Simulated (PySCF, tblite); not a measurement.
# C₅H₄F₂O₃: dynamics, then NMR shifts on frames, part 2 of 2

tblite 0.8.0 and PySCF 2.14.0. Atoms count from 0. Earlier steps stand in the parts before.

## (5) Nuclear shieldings: 625 fs, PBE0/pcSseg-1

What the job is given:

```
{"job": {"kind": "nmr", "xc": "PBE0", "basis": "pcSseg-1", "pop": false}, "charge": 0, "multiplicity": 1}
O      0.101400     1.843900     0.227800
C     -0.504600     0.815800     0.374900
O     -1.846900     0.605200     0.348100
C     -2.088200    -0.807900     0.212700
C     -0.784800    -1.461600     0.528500
C      0.161400    -0.512700     0.755200
O      1.448100    -0.804300     0.949600
C      2.430200     0.043900     0.544100
F      3.557100    -0.395300     1.077600
F      2.681000     0.027700    -0.809000
H     -2.834600    -1.191700     0.957700
H     -2.393500    -0.945100    -0.838200
H     -0.693500    -2.500500     0.777900
H      2.454200     1.148200     0.888600
```

Method: GIAO PBE0/pcSseg-1 NMR shielding, non-relativistic, gas phase.

The program printed:

```text
coarse grid: 13344 points
cycle   1  E = -617.1889502594  dE =  2.057e+00  |g| = 1.211e+00  |ddm| = 3.512e+00
cycle   2  E = -616.6332806341  dE =  5.557e-01  |g| = 2.142e+00  |ddm| = 2.100e+00
cycle   3  E = -617.4270498202  dE = -7.938e-01  |g| = 3.427e-01  |ddm| = 1.565e+00
cycle   4  E = -617.4470729552  dE = -2.002e-02  |g| = 1.148e-01  |ddm| = 2.868e-01
cycle   5  E = -617.4491100308  dE = -2.037e-03  |g| = 3.452e-02  |ddm| = 8.404e-02
cycle   6  E = -617.4493432674  dE = -2.332e-04  |g| = 1.007e-02  |ddm| = 3.297e-02
cycle   7  E = -617.4493613297  dE = -1.806e-05  |g| = 3.424e-03  |ddm| = 8.781e-03
cycle   8  E = -617.4493637416  dE = -2.412e-06  |g| = 9.936e-04  |ddm| = 2.973e-03
final grid: 134360 points
cycle   9  E = -617.5529964927  dE = -2.257e-05  |g| = 1.621e-02  |ddm| = 2.538e-02
cycle  10  E = -617.5529054810  dE =  9.101e-05  |g| = 2.747e-02  |ddm| = 2.709e-02
cycle  11  E = -617.5530416561  dE = -1.362e-04  |g| = 2.771e-03  |ddm| = 1.843e-02
cycle  12  E = -617.5530431333  dE = -1.477e-06  |g| = 4.419e-04  |ddm| = 2.016e-03
cycle  13  E = -617.5530431610  dE = -2.770e-08  |g| = 2.223e-04  |ddm| = 4.415e-04
cycle  14  E = -617.5530431702  dE = -9.117e-09  |g| = 5.106e-05  |ddm| = 1.582e-04
cycle  15  E = -617.5530431705  dE = -3.683e-10  |g| = 2.252e-05  |ddm| = 4.476e-05
converged SCF energy = -617.5530431705

GIAO shielding tensors (ppm)
atom      isotropic    diamagn.    paramagn.     s11        s22        s33       span
  0 O      -94.652     402.071    -496.723   -370.881   -203.358    290.283    661.164
  1 C       12.382     251.786    -239.404    -83.826     45.883     75.089    158.915
  2 O      118.206     399.767    -281.561    -87.781    218.579    223.822    311.603
  3 C      111.227     246.515    -135.287     85.652    100.331    147.698     62.046
  4 C       45.664     258.852    -213.189    -66.913     53.876    150.028    216.942
  5 C       28.484     257.728    -229.244    -79.582     64.472    100.563    180.145
  6 O      179.232     396.753    -217.521    122.698    163.701    251.297    128.599
  7 C       64.950     232.508    -167.558     48.835     66.362     79.653     30.818
  8 F      273.099     464.825    -191.726    184.267    305.940    329.091    144.825
  9 F      247.958     473.697    -225.739    158.098    231.435    354.341    196.244
 10 H       25.838      26.021      -0.183     22.115     24.541     30.857      8.742
 11 H       26.158      27.980      -1.822     22.530     24.569     31.375      8.845
 12 H       24.706      31.624      -6.918     21.663     24.453     28.002      6.339
 13 H       22.710      25.918      -3.208     17.936     22.851     27.343      9.406
```

Run time: 37 s. Hardware: 1 thread of Intel Xeon Platinum 8259CL at 2.50GHz, shared host; peak memory 0.86 GiB.

Key values: δ C1 174.5, C5 158.4, C4 141.3, C7 122.0, H13 9.01, H12 7.01 ppm.

## (6) Shielding tensors: 800 fs, PBE0/pcSseg-1

What the job is given:

```
{"job": {"kind": "nmr", "xc": "PBE0", "basis": "pcSseg-1", "pop": false}, "charge": 0, "multiplicity": 1}
O      0.195500     1.831500     0.164200
C     -0.384200     0.817000     0.369600
O     -1.701200     0.598900     0.320900
C     -2.027400    -0.705800     0.703400
C     -0.722200    -1.407200     0.924900
C      0.272100    -0.526100     0.772700
O      1.603400    -0.771000     1.122100
C      2.573200     0.088700     0.661200
F      3.688800    -0.350200     1.179000
F      2.667400     0.150200    -0.668100
H     -2.565400    -0.753200     1.618500
H     -2.629700    -1.151000    -0.110800
H     -0.823200    -2.446900     1.224400
H      2.293600     1.141700     1.045400
```

Level: GIAO PBE0/pcSseg-1 NMR shielding, non-relativistic, gas phase.

The program printed:

```text
coarse grid: 13344 points
cycle   1  E = -617.2127356447  dE =  2.153e+00  |g| = 1.190e+00  |ddm| = 3.555e+00
cycle   2  E = -616.7042853671  dE =  5.085e-01  |g| = 2.069e+00  |ddm| = 2.061e+00
cycle   3  E = -617.4402807059  dE = -7.360e-01  |g| = 3.355e-01  |ddm| = 1.552e+00
cycle   4  E = -617.4596138414  dE = -1.933e-02  |g| = 1.058e-01  |ddm| = 2.764e-01
cycle   5  E = -617.4613236322  dE = -1.710e-03  |g| = 3.135e-02  |ddm| = 7.592e-02
cycle   6  E = -617.4615231725  dE = -1.995e-04  |g| = 8.887e-03  |ddm| = 2.947e-02
cycle   7  E = -617.4615374501  dE = -1.428e-05  |g| = 2.936e-03  |ddm| = 7.387e-03
cycle   8  E = -617.4615392064  dE = -1.756e-06  |g| = 8.103e-04  |ddm| = 2.485e-03
final grid: 134360 points
cycle   9  E = -617.5642508460  dE = -1.999e-05  |g| = 1.611e-02  |ddm| = 2.606e-02
cycle  10  E = -617.5641655970  dE =  8.525e-05  |g| = 2.696e-02  |ddm| = 2.592e-02
cycle  11  E = -617.5642951746  dE = -1.296e-04  |g| = 2.609e-03  |ddm| = 1.765e-02
cycle  12  E = -617.5642964310  dE = -1.256e-06  |g| = 4.127e-04  |ddm| = 1.854e-03
cycle  13  E = -617.5642964573  dE = -2.636e-08  |g| = 1.763e-04  |ddm| = 3.828e-04
cycle  14  E = -617.5642964631  dE = -5.804e-09  |g| = 4.720e-05  |ddm| = 1.311e-04
cycle  15  E = -617.5642964634  dE = -3.101e-10  |g| = 1.781e-05  |ddm| = 3.487e-05
converged SCF energy = -617.5642964634

GIAO shielding tensors (ppm)
atom      isotropic    diamagn.    paramagn.     s11        s22        s33       span
  0 O      -67.932     401.373    -469.305   -316.426   -176.415    289.044    605.470
  1 C       18.282     250.831    -232.549    -74.896     44.779     84.963    159.859
  2 O      137.600     399.615    -262.015    -66.731    230.316    249.214    315.944
  3 C      116.667     246.644    -129.976     99.248    101.001    149.752     50.504
  4 C       53.412     256.613    -203.202    -42.200     49.402    153.034    195.234
  5 C       32.908     257.405    -224.497    -59.344     67.470     90.598    149.942
  6 O      157.818     397.787    -239.969    113.550    145.976    213.929    100.379
  7 C       68.558     240.452    -171.894     50.623     68.335     86.717     36.094
  8 F      291.346     464.775    -173.429    226.100    304.784    343.154    117.054
  9 F      270.221     475.012    -204.791    197.403    268.923    344.335    146.932
 10 H       27.426      28.265      -0.839     23.881     25.936     32.461      8.580
 11 H       26.461      28.197      -1.736     22.683     24.960     31.741      9.058
 12 H       24.925      30.920      -5.995     23.648     24.130     26.998      3.350
 13 H       22.995      26.811      -3.817     18.776     23.155     27.053      8.277
```

Wall time 34 s (1 thread of Intel Xeon Platinum 8259CL at 2.50GHz, shared host); peak memory 0.86 GiB.

Key values: δ C1 168.6, C5 154.0, C4 133.5, C7 118.4, H13 8.72, H12 6.79 ppm.

## (7) NMR shieldings: 1000 fs, PBE0/pcSseg-1

What the job is given:

```
{"job": {"kind": "nmr", "xc": "PBE0", "basis": "pcSseg-1", "pop": false}, "charge": 0, "multiplicity": 1}
O      0.282300     1.752300     0.738200
C     -0.264600     0.673300     0.673500
O     -1.580800     0.595300     0.430600
C     -2.045100    -0.715900     0.475700
C     -0.835200    -1.560200     0.766400
C      0.207500    -0.711700     0.765700
O      1.554300    -0.913700     1.010800
C      2.359700     0.240800     1.004300
F      3.547400    -0.300100     1.417400
F      2.485700     0.638700    -0.275900
H     -2.748500    -0.680100     1.323900
H     -2.577300    -0.987600    -0.497500
H     -0.816300    -2.617100     0.952900
H      2.256300     1.096700     1.720400
```

With the program's defaults for keys left out, this is: GIAO PBE0/pcSseg-1 NMR shielding, non-relativistic, gas phase.

The program printed:

```text
coarse grid: 13344 points
cycle   1  E = -617.1862510525  dE =  2.091e+00  |g| = 1.224e+00  |ddm| = 3.529e+00
cycle   2  E = -616.5665881471  dE =  6.197e-01  |g| = 2.219e+00  |ddm| = 2.301e+00
cycle   3  E = -617.4268144730  dE = -8.602e-01  |g| = 3.754e-01  |ddm| = 1.764e+00
cycle   4  E = -617.4514020527  dE = -2.459e-02  |g| = 1.184e-01  |ddm| = 3.208e-01
cycle   5  E = -617.4536280828  dE = -2.226e-03  |g| = 3.101e-02  |ddm| = 8.496e-02
cycle   6  E = -617.4538206414  dE = -1.926e-04  |g| = 9.736e-03  |ddm| = 3.024e-02
cycle   7  E = -617.4538371315  dE = -1.649e-05  |g| = 3.237e-03  |ddm| = 7.820e-03
cycle   8  E = -617.4538391388  dE = -2.007e-06  |g| = 8.998e-04  |ddm| = 2.692e-03
final grid: 134360 points
cycle   9  E = -617.5575792814  dE = -2.041e-05  |g| = 1.681e-02  |ddm| = 2.817e-02
cycle  10  E = -617.5574776262  dE =  1.017e-04  |g| = 2.884e-02  |ddm| = 2.747e-02
cycle  11  E = -617.5576275904  dE = -1.500e-04  |g| = 2.950e-03  |ddm| = 1.913e-02
cycle  12  E = -617.5576292510  dE = -1.661e-06  |g| = 4.045e-04  |ddm| = 2.167e-03
cycle  13  E = -617.5576292721  dE = -2.102e-08  |g| = 2.346e-04  |ddm| = 4.299e-04
cycle  14  E = -617.5576292823  dE = -1.026e-08  |g| = 5.888e-05  |ddm| = 1.739e-04
cycle  15  E = -617.5576292829  dE = -5.498e-10  |g| = 2.258e-05  |ddm| = 4.912e-05
converged SCF energy = -617.5576292829

GIAO shielding tensors (ppm)
atom      isotropic    diamagn.    paramagn.     s11        s22        s33       span
  0 O      -82.680     402.054    -484.734   -323.765   -218.331    294.055    617.819
  1 C       13.423     250.670    -237.247    -74.323     50.449     64.144    138.467
  2 O      111.471     400.890    -289.418   -106.928    203.010    238.332    345.261
  3 C      115.644     244.437    -128.793     98.080    106.299    142.553     44.474
  4 C       56.305     256.266    -199.960    -39.267     55.664    152.519    191.786
  5 C       35.100     258.759    -223.659    -56.381     62.582     99.099    155.480
  6 O      143.433     396.942    -253.509    104.707    124.650    200.943     96.236
  7 C       58.313     231.770    -173.456     40.573     62.583     71.785     31.212
  8 F      257.373     466.620    -209.247    153.374    275.742    343.003    189.629
  9 F      246.461     475.083    -228.622    169.348    238.440    331.594    162.246
 10 H       26.227      26.359      -0.132     21.917     24.787     31.976     10.059
 11 H       25.661      26.562      -0.901     22.077     23.750     31.156      9.079
 12 H       24.734      30.289      -5.555     22.940     23.813     27.449      4.509
 13 H       22.706      25.817      -3.111     17.448     24.014     26.655      9.207
```

Run time: 36 s. Hardware: 1 thread of Intel Xeon Platinum 8259CL at 2.50GHz, shared host; peak memory 0.86 GiB.

This run: δ C1 173.5, C5 151.8, C4 130.6, C7 128.6, H13 9.01, H12 6.98 ppm.

## (8) Side by side: NMR shifts

Shifts (ppm) of some atoms, chosen among heavy atoms and hydrogens apart, with basis size and wall time:

```tsv
frame	H13	H10	O0	O2	O6	F9	F8	functions	time
250 fs	7.00	5.30	417.1	221.2	166.4	-98.5	-109.6	190	43 s
425 fs	8.21	5.29	398.4	215.5	169.8	-67.4	-113.5	190	33 s
625 fs	9.01	5.88	430.7	217.9	156.8	-77.0	-102.2	190	37 s
800 fs	8.72	4.29	404.0	198.5	178.3	-99.3	-120.4	190	34 s
1000 fs	9.01	5.49	418.8	224.6	192.6	-75.5	-86.4	190	36 s
```

## (9) Summary of results

What follows sums up all 2 parts.

```
                                        quantity                                 value
                                      thermostat                                 300 K
                   mean temperature, second half                                 273 K
         mean potential energy above the minimum                               0.43 eV
  13C shifts against TMS (PBE0/pcSseg-1, 250 fs)  174.0, 155.0, 120.3, 118.5, 75.8 ppm
   1H shifts against TMS (PBE0/pcSseg-1, 250 fs)            7.00, 6.54, 5.30, 4.80 ppm
  17O shifts against H2O (PBE0/pcSseg-1, 250 fs)               417.1, 221.2, 166.4 ppm
19F shifts against CFCl3 (PBE0/pcSseg-1, 250 fs)                     -98.5, -109.6 ppm
           surface potential, 1st and 99th percentile                    -1.69 V and 1.68 V
                        range of the shift of O6                    156.8 to 192.6 ppm
```

In the second half the potential energy averages 0.43 eV above the minimum; equipartition over 36 harmonic modes at 300 K would give 0.47 eV. With 14 atoms the temperature swings widely (176 to 389 K). Shifts at one fixed geometry are not the observed spectrum, which averages over the motion. In the first frame run (250 fs): The widest tensor belongs to O0: span 631 ppm, with a paramagnetic part of -483 ppm. By nearest atom (PBE0/pcSseg-1), the HOMO sits on C4 30 %; O6 23 % and the LUMO on C1, C4 about 22 % each; C5 18 %. In ppm, O6 moves most: its shift spreads over 35.8 ppm, from 156.8 (625 fs) to 192.6 (1000 fs).
